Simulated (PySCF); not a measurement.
# H4MgO3Si: the cost of one run

Computed with PySCF 2.14.0; each step states its level. No surroundings beyond the atoms listed, unless a continuum is named. Atoms count from 0, parts from 1.

## (1) The system as given

Each species was relaxed by itself at PBE0-D3(BJ)/def2-SVPD.

## (2) Reaction energy: wB97M-D3(BJ)/def2-TZVPD

The job: settings as JSON, then the geometry in Å.

```
{"job": {"kind": "react", "xc": "wB97M-D3(BJ)", "basis": "def2-TZVPD"}, "charge": 0, "multiplicity": 1}
-1 H2MgO2 charge 0 multiplicity 1
O      1.445970    -0.893390    -0.583820
Mg    -0.039430    -0.083590    -0.002640
O     -1.600600     0.553160     0.590830
H      2.354310    -0.850370    -0.860180
H     -2.160250     1.274190     0.855800

-1 H4O2Si charge 0 multiplicity 1
O     -0.989260    -0.960920    -0.149480
Si    -0.028140     0.403300    -0.050480
O      1.528780    -0.031170    -0.430170
H     -1.823960    -0.967720     0.323370
H     -0.134440     0.953620     1.334680
H     -0.398120     1.419500    -1.067360
H      1.961100    -0.696480     0.110000

+1 H4MgO3Si charge 0 multiplicity 1
O     -0.218420    -2.889720     0.086480
Mg     0.165060    -1.167230    -0.268640
O      0.967870     0.328780    -1.160620
Si     0.329990     1.534610    -0.300810
O     -0.594510     0.477490     0.757670
H     -0.090430    -3.798120    -0.163040
H     -0.641050     2.435410    -0.986540
H      1.251840     2.328970     0.561570
H     -1.170350     0.749790     1.473930

+1 H2O charge 0 multiplicity 1
O     -0.003490     0.389250    -0.010210
H     -0.761100    -0.201470     0.005160
H      0.764630    -0.187750     0.005040
```

With the program's defaults for keys left out, this is: wB97M-D3(BJ)/def2-TZVPD reaction energy of separated species, gas phase.

On the command line:

```console
OMP_NUM_THREADS=1 python cluster_run.py task.json out
```

One launch serves the whole session: the jobs run in the order shown.

**Question.** How long does this first job take on 1 thread of Arm Neoverse N1, shared host, and how much memory does it need?

About 52 s, with a peak of 0.79 GiB.
